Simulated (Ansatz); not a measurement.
## MnS, space group Fm-3m: a relaxation of the ions

Run with Ansatz 0.2.0, Python API.

`mns.vasp`
```text
MnS
1.0
   0.00000000    2.60450000    2.60450000
   2.60450000    0.00000000    2.60450000
   2.60450000    2.60450000    0.00000000
Mn S
1 1
Direct
   0.00000000    0.00000000    0.00000000
   0.50000000    0.50000000    0.50000000
```

The script, `relax.py`:
```python
'''Geometry optimisation of MnS from a disturbed start.'''

import warnings

import ansatz as az
from ase.io import read
import numpy as np

warnings.simplefilter('ignore', az.DeckWarning)

atoms = read('mns.vasp', format='vasp')
xtal = az.Crystal.from_ase(atoms).moments(Mn=4)

job = (
    xtal.calculation()
    .functional('r2SCAN', dispersion='D4')
    .pseudopotentials('nc')
    .accuracy('low')
    .kpoints(spacing=0.68)
    .occupations('fermi_dirac')
    .spin(az.SpinTreatment.COLLINEAR)
    .scf(tolerance=1e-09, lower_state_search='light')
    .relax(force_tolerance=0.05, density_extrapolation='second_order', random_displacement=True, displacement_amplitude=0.03, displacement_seed=951)
    .stress()
)
steps = []


def collect(event):
    if event['event'] == 'relax_step':
        steps.append(event['data'])


result = job.session().plan().execute(on_event=collect)
report = result.report
for s in steps:
    flag = '' if s['accepted'] else '  (rejected)'
    print('step %2d  E = %.5f eV  largest force component = %.4f eV/A%s' % (s['step'], s['lagrangian_ev'], s['allowed_force_max_ev_ang'], flag))

first, last = steps[0], steps[-1]
symbols = [site.symbol for site in result.lattice.sites]
print(f'energy gained {first["lagrangian_ev"] - last["lagrangian_ev"]:.4f} eV in {len(steps) - 1} steps')

print('atom   start x y z (A)              end x y z (A)')
for symbol, a, b in zip(symbols, first['positions_ang'], last['positions_ang']):
    print(f'{symbol:3s}', ' '.join(f'{v:8.4f}' for v in a), '  ', ' '.join(f'{v:8.4f}' for v in b))

moved = np.linalg.norm(np.array(last['positions_ang']) - np.array(first['positions_ang']), axis=1)
print('displacement by atom (A):', ' '.join(f'{s}:{d:.3f}' for s, d in zip(symbols, moved)))

print(f'free energy      {report["free_energy_ev"]:.5f} eV')
print(f'per atom         {report["free_energy_ev"] / len(result.lattice.sites):.5f} eV')
print(f'SCF iterations   {report["n_iterations"]}  (converged: {report["converged"]})')

print('site moments (muB):', [round(m, 2) for m in report['site_moments_mub']])
print('electrons up, down:', [round(n, 3) for n in report['spin_occupation_sums']])

# principal values and the von Mises stress of the deviator
principal = np.linalg.eigvalsh(np.array(report['stress_gpa']))
mises = np.sqrt(0.5 * sum((principal[i] - principal[i - 1]) ** 2 for i in range(3)))
print('principal stresses (GPa, compression positive):', np.round(principal, 3))
print(f'mean {principal.mean():.3f} GPa, von Mises {mises:.3f} GPa, PV = {principal.mean() * report["setup"]["cell_volume_ang3"] / 160.21766:.4f} eV')
```

Output of `python relax.py`:
```text
step  1  E = -3495.13309 eV  largest force component = 0.0966 eV/A
step  2  E = -3495.13485 eV  largest force component = 0.0695 eV/A
step  3  E = -3495.13677 eV  largest force component = 0.0005 eV/A
energy gained 0.0037 eV in 2 steps
atom   start x y z (A)              end x y z (A)
Mn   -0.0122  -0.0000  -0.0274      0.0077   0.0020  -0.0085
S     2.6323   2.6085   2.6150      2.6124   2.6065   2.5961
displacement by atom (A): Mn:0.028 S:0.028
free energy      -3495.13677 eV
per atom         -1747.56838 eV
SCF iterations   2  (converged: True)
site moments (muB): [4.41, 0.18]
electrons up, down: [12.95, 8.05]
principal stresses (GPa, compression positive): [-1.599 -1.599 -1.599]
mean -1.599 GPa, von Mises 0.000 GPa, PV = -0.3527 eV
```

Caveats:
- The settings weren't tested for convergence.
- The magnetic order follows from the starting moments and needn't be the lowest.
- Such functionals run on norm-conserving files made under PBE, which can move pressures by some GPa.
- Dispersion corrections can be off by several per cent in the lattices of metals, and by several GPa in the pressure at a fixed cell.
- For a metal this mesh is far too coarse, so the numbers only illustrate the procedure.
- Energies along a relaxation are free energies. A last row that repeats the one before re-solves the same geometry more tightly.
- The first row is the displaced cell, and groups found at tight tolerances show what the force threshold leaves of the kick.
- The program warned that this SCF threshold is loose for forces or stresses.
- With one magnetic atom the cell can hold only ferromagnetic order.
- Of the deposited cell: the entry's cell lengths or inner coordinates differ somewhat from later room-temperature determinations.
- Without a Hubbard U or exact exchange, semilocal functionals often make such 3d compounds metallic or too weakly gapped.
- r2SCAN tends to overestimate the moments of itinerant magnets.
- The structure is a deposited one; some such entries were measured under pressure or heat, so a shift against it needn't be the functional's error alone.
- The script silences the warnings on its input, which a real study should read.
- The whole script took 2.6 min on 1 thread of Arm Neoverse V1, on a shared host, peak memory 0.71 GiB.
